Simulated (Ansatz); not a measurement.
# BiAu2: the cost of one run

Program: Ansatz 0.2.0. Level of theory: DFT PBEsol, scalar-relativistic, plane waves, PAW. These are calculated values, not measurements.

1 further run of the same task is left out (set aside as unsound or not needed).

### Step 1. Starting point

Symmetry: Fd-3m, No. 227, cubic system. Conventional cell: a = 7.944 Å, b = 7.944 Å, c = 7.944 Å, α = 90.00°, β = 90.00°, γ = 90.00°. Bi (site symmetry -43m) has 12 Au at 3.29 Å and 4 Bi at 3.44 Å as nearest neighbours. Au (site symmetry -3m) has 6 Au at 2.81 Å as nearest neighbours.

Structure file:

```
Bi Au
1.0
     0.00000    3.97222    3.97222
     3.97222    0.00000    3.97222
     3.97222    3.97222    0.00000
Bi Au
2 4
Direct
  0.00000 0.00000 0.00000
  0.25000 0.25000 0.25000
  0.62500 0.62500 0.62500
  0.12500 0.62500 0.62500
  0.62500 0.62500 0.12500
  0.62500 0.12500 0.62500
```

This cell was relaxed beforehand with the same method: volume 20.89 Å³/atom, gap on the mesh none (metal).

### Step 2. Static run: bands, density of states and charges

input.yaml reads:

```yaml
crystal:
  lattice:
    - [0.0, 3.9722174879, 3.9722174879]
    - [3.9722174879, 0.0, 3.9722174879]
    - [3.9722174879, 3.9722174879, 0.0]
  atoms:
    - { symbol: Bi, position: [0.0, 0.0, 0.0] }
    - { symbol: Bi, position: [0.25, 0.25, 0.25] }
    - { symbol: Au, position: [0.625, 0.625, 0.625] }
    - { symbol: Au, position: [0.125, 0.625, 0.625] }
    - { symbol: Au, position: [0.625, 0.625, 0.125] }
    - { symbol: Au, position: [0.625, 0.125, 0.625] }
basis:
  ecutwfc: 420
kpoints:
  mp_grid: { grid: [8, 8, 8] }
  band_path:
    path:
      - [[0.0, 0.0, 0.0], [0.5, 0.0, 0.5], [0.625, 0.25, 0.625]]
      - [[0.375, 0.375, 0.75], [0.0, 0.0, 0.0], [0.5, 0.5, 0.5], [0.5, 0.25, 0.75], [0.5, 0.0, 0.5]]
    npoints: 14
hamiltonian:
  xc: pbesol
scf:
  occupations: { method: gaussian, width: 0.1 }
  n_extra_bands: 15
output:
  forces: true
  stress: true
  eigenvalues: true
  populations: true
  dos: { projected: true, de: 0.02, nscf_kmesh: { grid: [12, 12, 12] } }
  bader: true
```

Command:

```console
> ansatz run input.yaml --threads 2 --pin off --max-ram 5120MiB --backend cpu --events-out ev --progress --plain --runs-dir out
```

What time and memory should one allow on 2 threads of Arm Neoverse V2, shared host?

About 45 s, with a peak of 0.69 GiB.
